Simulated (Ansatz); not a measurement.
# C4H10Br2F2In2: basis-set convergence

An exercise on one series of results from a longer session: the logs are not shown, and one member is left open.

Computed with Ansatz 0.2.0, Gaussian basis. Level: one geometry, several basis sets.

Plan: PBE0-D4/def2-SVP; ωB97M-V/def2-SVP; PBE0-D4/def2-QZVPP; ωB97M-V/def2-QZVPP; the functionals' def2-TZVPP values are taken from earlier runs.

1 further run of the same task is left out (for a known fault of the program).

**The relaxed structure**

The geometry comes from an earlier relaxation with PBE0-D4 in a triple-zeta def2 set; it is a stationary point, not always the lowest conformer. In takes the def2 core potential; no spin-orbit term is included.

SMILES `C[CH2][In@-]1([F])[Br+][In@@-]([F])([CH2]C)[Br+]1`, 20 atoms, charge 0, spin multiplicity 1.

Atoms are counted from 1 here; the program's logs count them from 0.

Bond lengths: C1–C2 1.519 Å, C1–H11 1.095 Å, C1–H12 1.092 Å, C1–H13 1.092 Å, C2–In3 2.142 Å, C2–H14 1.092 Å, C2–H15 1.092 Å, In3–F4 1.945 Å, In3–Br5 2.698 Å, In3–Br10 2.697 Å, Br5–In6 2.671 Å, In6–F7 1.955 Å, In6–C8 2.138 Å, In6–Br10 2.673 Å, C8–C9 1.520 Å, C8–H16 1.092 Å, C8–H17 1.092 Å, C9–H18 1.094 Å and more. Angles: C2–C1–H11 110.0°, C2–C1–H12 111.9°, C2–C1–H13 112.2°, H11–C1–H12 107.3°, H11–C1–H13 107.8°, H12–C1–H13 107.4°, C1–C2–In3 112.9°, C1–C2–H14 111.9°, C1–C2–H15 112.5°, In3–C2–H14 104.9°, In3–C2–H15 106.4°, H14–C2–H15 107.7°, C2–In3–F4 134.0°, C2–In3–Br5 112.0°, C2–In3–Br10 111.1°, F4–In3–Br5 100.2°, F4–In3–Br10 100.8°, Br5–In3–Br10 89.6° and more.

Geometry (Å):

```xyz
20
charge 0, multiplicity 1
C     0.4945   -2.3255   -2.5498
C     0.2252   -1.0239   -3.2856
In    0.5465    0.7066   -2.0657
F     1.2533    2.4868   -2.4067
Br   -1.6353    1.3309   -0.6059
In   -0.5665   -0.2101    1.2953
F    -1.0288   -1.9523    0.5388
C    -0.6913    0.6619    3.2436
C    -0.1855    2.0950    3.2557
Br    1.8575    0.0674    0.2033
H     0.2945   -3.1759   -3.2094
H     1.5346   -2.4023   -2.2258
H    -0.1332   -2.4355   -1.6634
H    -0.8140   -0.9480   -3.6121
H     0.8603   -0.9028   -4.1654
H    -1.7378    0.5932    3.5472
H    -0.1126    0.0169    3.9078
H    -0.2575    2.5179    4.2624
H    -0.7640    2.7379    2.5888
H     0.8600    2.1617    2.9470
```

The first run:

Input file in.yaml:

```yaml
crystal:
  periodic: [false, false, false]
  atoms:
    - {symbol: C, position_ang: [0.494508, -2.325498, -2.549812]}
    - {symbol: C, position_ang: [0.225249, -1.023941, -3.285571]}
    - {symbol: In, position_ang: [0.546491, 0.706649, -2.065731]}
    - {symbol: F, position_ang: [1.253312, 2.486797, -2.406702]}
    - {symbol: Br, position_ang: [-1.635321, 1.330935, -0.605892]}
    - {symbol: In, position_ang: [-0.566485, -0.210062, 1.295299]}
    - {symbol: F, position_ang: [-1.028781, -1.952256, 0.538799]}
    - {symbol: C, position_ang: [-0.691323, 0.661913, 3.243560]}
    - {symbol: C, position_ang: [-0.185511, 2.095013, 3.255698]}
    - {symbol: Br, position_ang: [1.857517, 0.067407, 0.203314]}
    - {symbol: H, position_ang: [0.294521, -3.175945, -3.209404]}
    - {symbol: H, position_ang: [1.534648, -2.402340, -2.225818]}
    - {symbol: H, position_ang: [-0.133249, -2.435478, -1.663383]}
    - {symbol: H, position_ang: [-0.813977, -0.948027, -3.612091]}
    - {symbol: H, position_ang: [0.860295, -0.902796, -4.165447]}
    - {symbol: H, position_ang: [-1.737780, 0.593186, 3.547247]}
    - {symbol: H, position_ang: [-0.112614, 0.016939, 3.907799]}
    - {symbol: H, position_ang: [-0.257519, 2.517889, 4.262354]}
    - {symbol: H, position_ang: [-0.764009, 2.737935, 2.588758]}
    - {symbol: H, position_ang: [0.860029, 2.161668, 2.947030]}
basis:
  gaussian: {orbitals: def2-SVP}
hamiltonian: {xc: pbe0, dispersion: d4}
output: {orbitals: {seedname: orbitals}}
```

On the command line:

```console
$ ansatz run in.yaml --threads 11 --pin off --events-out ev --progress --plain --max-ram 166912MiB --backend cpu
```

Steps of the session up to this table: PBE0-D4 in def2-SVP; ωB97M-V in def2-SVP; PBE0-D4 in def2-QZVPP; ωB97M-V in def2-QZVPP.

One table of the session follows, with a row left open; its other results are not shown here.

It belongs to the step «Density functionals: the series». 

| functional | basis | HOMO (eV) |
| --- | --- | --- |
| PBE0-D4 | def2-SVP | -7.98 |
| PBE0-D4 | def2-TZVPP | ? |
| PBE0-D4 | def2-QZVPP | -8.00 |
| ωB97M-V | def2-SVP | -10.05 |
| ωB97M-V | def2-TZVPP | -10.08 |
| ωB97M-V | def2-QZVPP | -10.08 |

Estimate the missing values for PBE0-D4, def2-TZVPP.

The run gave: HOMO (eV): -7.99. In the column «HOMO (eV)» it lies between PBE0-D4, def2-QZVPP (-8.00) and PBE0-D4, def2-SVP (-7.98).
